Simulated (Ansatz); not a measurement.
SiF:

```
CELL_PARAMETERS angstrom
1.33860 0.77284 3.89831
-1.33860 0.77284 3.89831
0.00000 -1.54568 3.89831
ATOMIC_POSITIONS crystal
Si 0.50000 0.50000 0.50000
F 0.00000 0.00000 0.00000
```

The cell was built by a generator and needn't be a form met in nature.

| Property | Result |
| --- | --- |
| Program | Ansatz 0.2.0 |
| Task | relaxation of cell and atoms |
| Functional | r2SCAN |
| Dispersion | D3(BJ) |
| Potentials or basis | Ansatz PAW |
| Cutoff | 500 eV (not typed: the program's choice for these potentials) |
| k mesh | 12 × 12 × 12 |
| Occupations | fermi-dirac, width 0.05 eV |
| Spin | no spin polarisation |

At the start: volume 12.10 Å³/atom.

**Question.** Where does the relaxation end?

**Answer.** It ends after 5 steps and the volume is 11.50 Å³/atom (-5.0 %); space group R-3m (No. 166, to 0.05 Å).

Step by step:
```tsv
step	energy change (eV)	largest force (eV/Å)	volume (Å³)
1	0.0000	0.0000	24.20
2	-0.0172	0.0000	23.49
3	-0.0206	0.0000	23.02
4	-0.0206	0.0000	23.00
5	-0.0198	0.0000	23.00
```

Final structure:
```
Si F
1.0
     1.30542    0.75368    3.89544
    -1.30542    0.75368    3.89544
     0.00000   -1.50737    3.89544
Si F
1 1
Direct
  0.50000 0.50000 0.50000
  0.00000 0.00000 0.00000
```

Caveat: the plane-wave basis is chosen anew once the cell has moved, so the energies of steps on either side of that aren't comparable; an odd number of electrons without spin polarisation forces a metal; a magnetic or distorted state may lie lower; pairwise dispersion overbinds metals, which lowers pressure and volume; the PAW data sets come from PBE, with cores solved anew for the run's functional, which leaves a small shift of forces and pressure; the dispersion damping was fitted for another functional or another form of the correction.
